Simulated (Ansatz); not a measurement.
Consider a scan of the energy under strain of BaRhO₃, space group Pm-3m (Ansatz's Python interface).

`strain_barho3.py`:
```python
"""Energy of BaRhO3 under tetragonal strain, ions carried with the cell."""

import ansatz as az
import numpy as np

VECTORS = np.array([
    [4.09445, 0.0, 0.0],
    [0.0, 4.09445, 0.0],
    [0.0, 0.0, 4.09445],
])
SITES = [
    ("Ba", (0.0, 0.0, 0.0)),
    ("Rh", (0.5, 0.5, 0.5)),
    ("O", (0.5, 0.0, 0.5)),
    ("O", (0.0, 0.5, 0.5)),
    ("O", (0.5, 0.5, 0.0)),
]


def make_crystal(cell):
    crystal = az.Crystal(lattice=az.Lattice.of(cell))
    for symbol, position in SITES:
        crystal = crystal.atom(symbol, position)
    return crystal


def main() -> None:
    # clamped ions: the fractional positions stay as typed
    values = np.linspace(-0.02, 0.02, 7)
    energies = []
    for d in values:
        strain = np.diag([d, d, (1 + d) ** -2 - 1])
        cell = VECTORS @ (np.eye(3) + strain)
        base = (
            make_crystal(cell).calculation()
            .scf(tolerance=1e-08, max_iterations=150)
            .pseudopotentials("nc")
            .occupations("fermi_dirac", width=0.02)  # smearing steadies the SCF of a metal
            .functional("lda")
            .kpoints(9, 9, 9)
        )
        rep = base.run(threads=1).report
        energies.append(rep["free_energy_ev"] / len(SITES))
        print(f"d = {d:+.4f}  F = {energies[-1]:.5f} eV/atom")
    energies = np.array(energies)

    for value, e in zip(values, energies):
        print(f"strain {value:7.3f}   E - Emin = {1000 * (e - energies.min()):9.3f} meV/atom")
    curvature = 2 * np.polyfit(values, energies, 3)[1]
    volume = abs(np.linalg.det(VECTORS)) / len(SITES)
    print(f"d2E/dd2 over the volume: {curvature / volume * 160.21766:.1f} GPa")


if __name__ == "__main__":
    main()
```

How much energy does this tetragonal strain cost, and what curvature follows?

Against the unstrained cell the energy per atom changes by +2.75 meV at one end of the scan and +0.94 meV at the other, and its second derivative over the volume is 108.1 GPa.

The run itself:

```console
$ python strain_barho3.py
DeckWarning: basis.ecutwfc = 1197.300995 eV, auto-derived from the records' recommended cutoffs: set by Rh (normal level)
d = -0.0200  F = -1061.11937 eV/atom
d = -0.0133  F = -1061.12109 eV/atom
d = -0.0067  F = -1061.12189 eV/atom
d = +0.0000  F = -1061.12212 eV/atom
d = +0.0067  F = -1061.12196 eV/atom
d = +0.0133  F = -1061.12159 eV/atom
d = +0.0200  F = -1061.12118 eV/atom
strain  -0.020   E - Emin =     2.749 meV/atom
strain  -0.013   E - Emin =     1.026 meV/atom
strain  -0.007   E - Emin =     0.230 meV/atom
strain   0.000   E - Emin =     0.000 meV/atom
strain   0.007   E - Emin =     0.157 meV/atom
strain   0.013   E - Emin =     0.530 meV/atom
strain   0.020   E - Emin =     0.942 meV/atom
d2E/dd2 over the volume: 108.1 GPa
```
(Warnings from the package without file and line.)

These settings explore the input space; cutoff and mesh may be short of convergence. The cell holds an odd number of electrons and is run without spin, so a magnetic state may lie lower. The curvature belongs to this strain pattern and to the cell's stress; it equals a single elastic constant only for simple patterns. In a metal a curvature from energy changes of a few meV or less hangs on mesh and smearing, in size and even in sign. This cell is a computed structure, which may not be the phase found in nature. The ions keep their fractional positions (clamped ions). It ran for 3.6 min on 1 thread of Arm Neoverse V2, on a shared host, peak memory 0.69 GiB.
